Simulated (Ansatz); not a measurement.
# CH7ClOSi2: basis-set convergence

How large a basis does CH7ClOSi2 need? Two functionals are run in growing sets.

Computed with Ansatz 0.2.0, Gaussian basis. Level: one geometry, several basis sets.

Levels to be run: PBE0-D4/def2-SVP; ωB97M-V/def2-SVP; PBE0-D4/def2-QZVPP; ωB97M-V/def2-QZVPP; the functionals' def2-TZVPP values are taken from earlier runs.

### 1 Structure used throughout

The geometry comes from an earlier relaxation with PBE0-D4 in a triple-zeta def2 set; it is a stationary point, not always the lowest conformer.

SMILES `OC([SiH3])[SiH2]Cl`, 12 atoms, charge 0, spin multiplicity 1.

Atoms are counted from 1 here; the program's logs count them from 0.

Bond lengths: O1–C2 1.426 Å, O1–H6 0.964 Å, C2–Si3 1.891 Å, C2–Si4 1.878 Å, C2–H7 1.103 Å, Si3–H8 1.484 Å, Si3–H9 1.484 Å, Si3–H10 1.489 Å, Si4–Cl5 2.069 Å, Si4–H11 1.482 Å, Si4–H12 1.481 Å. Angles: C2–O1–H6 108.5°, O1–C2–Si3 107.6°, O1–C2–Si4 111.5°, O1–C2–H7 111.4°, Si3–C2–Si4 112.3°, Si3–C2–H7 106.5°, Si4–C2–H7 107.5°, C2–Si3–H8 110.1°, C2–Si3–H9 110.2°, C2–Si3–H10 107.8°, H8–Si3–H9 109.8°, H8–Si3–H10 109.6°, H9–Si3–H10 109.3°, C2–Si4–Cl5 106.0°, C2–Si4–H11 111.9°, C2–Si4–H12 112.3°, Cl5–Si4–H11 108.3°, Cl5–Si4–H12 106.9° and more.

Geometry (Å):

```
O    -1.07277    1.05164   -0.89392
C    -0.56820    0.12727    0.06723
Si   -0.28985   -1.52228   -0.81527
Si    0.99621    0.77007    0.88373
Cl    0.57326    2.70513    1.48199
H    -1.11669    1.92410   -0.48625
H    -1.30411   -0.06510    0.86614
H    -1.56749   -2.02042   -1.38276
H     0.71363   -1.36198   -1.89737
H     0.22182   -2.49435    0.18941
H     1.35898   -0.02022    2.08433
H     2.13201    0.85085   -0.06326
```

### 2 PBE0-D4 in def2-SVP

The input, in.yaml:

```yaml
crystal:
  periodic: [false, false, false]
  atoms:
    - {symbol: O, position_ang: [-1.072772, 1.051638, -0.893918]}
    - {symbol: C, position_ang: [-0.568203, 0.127266, 0.067234]}
    - {symbol: Si, position_ang: [-0.289850, -1.522278, -0.815268]}
    - {symbol: Si, position_ang: [0.996213, 0.770073, 0.883733]}
    - {symbol: Cl, position_ang: [0.573264, 2.705130, 1.481985]}
    - {symbol: H, position_ang: [-1.116692, 1.924098, -0.486252]}
    - {symbol: H, position_ang: [-1.304112, -0.065104, 0.866139]}
    - {symbol: H, position_ang: [-1.567487, -2.020425, -1.382761]}
    - {symbol: H, position_ang: [0.713633, -1.361980, -1.897369]}
    - {symbol: H, position_ang: [0.221818, -2.494345, 0.189407]}
    - {symbol: H, position_ang: [1.358979, -0.020225, 2.084333]}
    - {symbol: H, position_ang: [2.132009, 0.850853, -0.063264]}
basis:
  gaussian: {orbitals: def2-SVP}
hamiltonian: {xc: pbe0, dispersion: d4}
output: {orbitals: {seedname: orbitals}}
```

After this run come: ωB97M-V in def2-SVP; PBE0-D4 in def2-QZVPP; ωB97M-V in def2-QZVPP.

Before running them: what should the planned runs give, taken together? Wanted: PBE0-D4: double and triple zeta above quadruple; ωB97M-V: double and triple zeta above quadruple.

As calculated:

| quantity | value |
| --- | --- |
| PBE0-D4: double and triple zeta above quadruple | 14.76, 1.09 eV |
| ωB97M-V: double and triple zeta above quadruple | 14.83, 1.03 eV |

**Reading.** PBE0-D4 gains 13.67 eV from double to triple zeta, then 1.09 eV more. Total energies overstate the basis error of differences, where much of it tends to cancel. The LUMO of ωB97M-V is positive and keeps falling with the basis (1.84 to 1.11 eV): an unbound level that the basis holds in place.
